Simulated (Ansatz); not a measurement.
**CdClH₂N: up Jacob's ladder to CCSD(T)**

How much do the methods differ for CdClH₂N? The plan is to run it at one geometry with functionals of several rungs and with coupled cluster, and see how far each lands from CCSD(T) at the basis-set limit for the atomisation energy.

Program: Ansatz 0.2.0, Gaussian basis. Level of theory: functionals in def2-TZVPP, the program's frozen cores in correlated methods. These are calculated values, not measurements.

The runs, in order: LDA (SPW92), PBE-D4, revPBE-D4, BLYP-D4, r2SCAN-D4, B97M-V, PBE0-D4, B3LYP-D4, r2SCANh-D4, r2SCAN0-D4, HSE06-D4, BHLYP-D4, CAM-B3LYP-D4, LC-ωPBE, ωB97X-V, ωB97M-V, B2PLYP, PBE-QIDH; CCSD(T)/def2-SVP; CCSD(T)/def2-TZVPP; CCSD(T)/def2-QZVPP; extrapolation to the limit; RPA on PBE.

## 1. Structure used throughout

An earlier PBE0-D4 in a triple-zeta def2 set relaxation fixed the geometry. Cd takes the def2 core potential; no spin-orbit term is included.

SMILES `[NH2][Cd][Cl]`, 5 atoms, charge 0, spin multiplicity 1.

Atoms are counted from 1 here; the program's logs count them from 0.

Bond lengths: N1–Cd2 2.008 Å, N1–H4 1.014 Å, N1–H5 1.014 Å, Cd2–Cl3 2.274 Å. Angles: Cd2–N1–H4 111.4°, Cd2–N1–H5 111.4°, H4–N1–H5 106.2°, N1–Cd2–Cl3 175.1°.

## 2. LDA

This LDA is Slater exchange with PW92 correlation.

in.yaml reads:

```yaml
crystal:
  periodic: [false, false, false]
  atoms:
    - {symbol: N, position_ang: [-0.339447, 0.982697, -0.376961]}
    - {symbol: Cd, position_ang: [0.540811, -0.726950, 0.199870]}
    - {symbol: Cl, position_ang: [1.704396, -2.590252, 0.788717]}
    - {symbol: H, position_ang: [-1.071103, 0.809972, -1.057668]}
    - {symbol: H, position_ang: [-0.784757, 1.450833, 0.404741]}
basis:
  gaussian: {orbitals: def2-TZVPP}
hamiltonian: {xc: lda}
output: {orbitals: {seedname: orbitals}}
```

On the command line:

```sh
ansatz run in.yaml --threads 2 --pin off --events-out ev --progress --plain --max-ram 20480MiB --backend cpu
```

After this run come: PBE-D4 (GGA); revPBE-D4 (GGA); BLYP-D4 (GGA); r2SCAN-D4 (meta-GGA); B97M-V (meta-GGA); B3LYP-D4 (hybrid); r2SCANh-D4 (hybrid); r2SCAN0-D4 (hybrid); HSE06-D4 (hybrid); BHLYP-D4 (hybrid); CAM-B3LYP-D4 (range-separated); LC-ωPBE (range-separated); ωB97X-V (range-separated); ωB97M-V (range-separated); B2PLYP (double hybrid); PBE-QIDH (double hybrid); CCSD(T) in def2-SVP; CCSD(T) in def2-TZVPP; CCSD(T) in def2-QZVPP; RPA on PBE orbitals.

Before running them: what should the planned runs give, taken together? Wanted: atomisation energy, CCSD(T)/CBS; farthest beyond LDA; mean size of error, GGA; mean size of error, meta-GGA; mean size of error, hybrid; mean size of error, range-separated; mean size of error, double hybrid; gap, smallest and largest; T1 diagnostic.

**Answer**, as computed:

| quantity | value |
| --- | --- |
| atomisation energy, CCSD(T)/CBS | 296.2 kcal/mol |
| functionals within 1.5 kcal/mol (0.5 %) | r2SCAN-D4, CAM-B3LYP-D4 |
| farthest beyond LDA | BHLYP-D4 (-15.7 kcal/mol) |
| mean size of error, GGA | 5.1 kcal/mol |
| mean size of error, meta-GGA | 1.3 kcal/mol |
| mean size of error, hybrid | 5.8 kcal/mol |
| mean size of error, range-separated | 3.2 kcal/mol |
| mean size of error, double hybrid | 6.4 kcal/mol |
| gap, smallest and largest | 3.78 eV (BLYP-D4), 10.95 eV (LC-ωPBE) |
| T1 diagnostic | 0.0136 |
| triples share of the correlation energy | 3.3 % |

**Reading.** The LDA atomisation energy is off by 50.4 kcal/mol (17 %): it overbinds. PBE-D4 is off by +5.6 kcal/mol. Double hybrids carry the basis error of their MP2 part in triple zeta, and no dispersion term here, so their miss is partly the set-up's. By mean error the best rung here is meta-GGA (1.3 kcal/mol) and the worst beyond LDA is double hybrid (6.4 kcal/mol). The reference freezes the cores and leaves out spin-orbit coupling and excitations past (T), so misses under about 1.5 kcal/mol can't be ranked. All levels share the lack of spin-orbit coupling, which lowers the free heavy atoms and so the true binding. Hartree-Fock recovers 63 % of the binding; the rest is correlation. CCSD(T) in def2-SVP is off by -30.5 kcal/mol, so the small basis spoils what the method gains. Orbital gaps span 3.8 to 10.9 eV; exact exchange widens them. Correlated methods include outer-core shells of Cd, which these sets cover unevenly.
